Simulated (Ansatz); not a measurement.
# GePH2 (doublet): the correlation ladder, cc-pVTZ

Aim: climb from Hartree-Fock through coupled cluster and multireference methods for GePH2 (doublet) at one geometry and basis, and see what each rung misses.

Program: Ansatz 0.2.0, Gaussian basis. Level of theory: cc-pVTZ, core rule «outside noble gas», up to 19 orbitals frozen. These are calculated values, not measurements.

The runs, in order: UHF; CCSD(T) on ROHF; CCSD(T) on UHF; BCCD(T) on ROHF; CCSDT(Q) on ROHF; CCSDT(Q) on UHF; CASSCF and MRCISD+Q, 11 electrons in 10 orbitals; CASSCF and NEVPT2, 11 electrons in 10 orbitals.

5 further runs of the same task are left out: 5 set aside as unsound or not needed.

### Step 1. The geometry

The geometry is a PBE0/def2-TZVP stationary point (not a proven minimum). No spin-orbit coupling is included. The filled d shell of Ge may be among the frozen orbitals whatever the setting's name suggests; the logs give the count.

4 atoms, charge 0, spin multiplicity 2.

Atoms are counted from 1 here; the program's logs count them from 0.

Bond lengths: Ge1–P2 2.195 Å, P2–H3 1.408 Å, P2–H4 1.408 Å. Angles: Ge1–P2–H3 128.2°, Ge1–P2–H4 128.2°, H3–P2–H4 103.7°.

### Step 2. UHF

Contents of in.yaml:

```yaml
crystal:
  periodic: [false, false, false]
  atoms:
    - {symbol: Ge, position_ang: [0.000000, 0.000000, 0.701976]}
    - {symbol: P, position_ang: [0.000000, 0.000000, -1.492532]}
    - {symbol: H, position_ang: [0.000000, 1.107306, -2.362335]}
    - {symbol: H, position_ang: [0.000000, -1.107306, -2.362335]}
basis:
  gaussian: {orbitals: cc-pVTZ}
magnetization: {spin_polarized: true, initial_magnetization: 1}
hamiltonian: {xc: hf}
output: {orbitals: {seedname: orbitals}}
```

Run with:

```bash
ansatz run in.yaml --threads 1 --pin off --events-out ev --progress --plain --max-ram 2816MiB --backend cpu
```

Further steps of the session: CCSD(T) on ROHF; CCSD(T) on UHF; BCCD(T) on ROHF; CCSDT(Q) on ROHF; CCSDT(Q) on UHF; CASSCF and MRCISD+Q, 11 electrons in 10 orbitals; CASSCF and NEVPT2, 11 electrons in 10 orbitals.

Q: Predict the results of all the runs planned. Wanted: UCCSDT(Q) below the RHF energy; RMP2 from UCCSDT(Q); UMP2 from UCCSDT(Q); RCCSD from UCCSDT(Q); RCCSD(T) from UCCSDT(Q); UCCSD(T) from UCCSDT(Q); RCCSDT(Q) from UCCSDT(Q); NEVPT2 valence from UCCSDT(Q); MRCISD+Q valence from UCCSDT(Q).

As calculated:

| quantity | value |
| --- | --- |
| UCCSDT(Q) below the RHF energy | -7.8183 eV |
| RMP2 from UCCSDT(Q) | +1331.5 meV |
| UMP2 from UCCSDT(Q) | +1357.3 meV |
| RCCSD from UCCSDT(Q) | +444.6 meV |
| RCCSD(T) from UCCSDT(Q) | +70.8 meV |
| UCCSD(T) from UCCSDT(Q) | +69.6 meV |
| RCCSDT(Q) from UCCSDT(Q) | +4.4 meV |
| NEVPT2 valence from UCCSDT(Q) | +1378.8 meV |
| MRCISD+Q valence from UCCSDT(Q) | +112.0 meV |
| levels within 1 kcal/mol (43 meV) | RCCSDT, UCCSDT, RCCSDT(Q) |
| T1 diagnostic | 0.025 |
| effectively unpaired electrons | 1.06 |

In words: RCCSD(T) misses by +70.8 meV, 0.9 % of the correlation energy. One determinant dominates. Of the multireference levels listed MRCISD+Q valence comes nearest in total energy (+112.0 meV), which doesn't show that its space is the better one. These misses are within one basis, not against nature; the frozen cores of restricted and unrestricted runs differ, which can shift their rows.
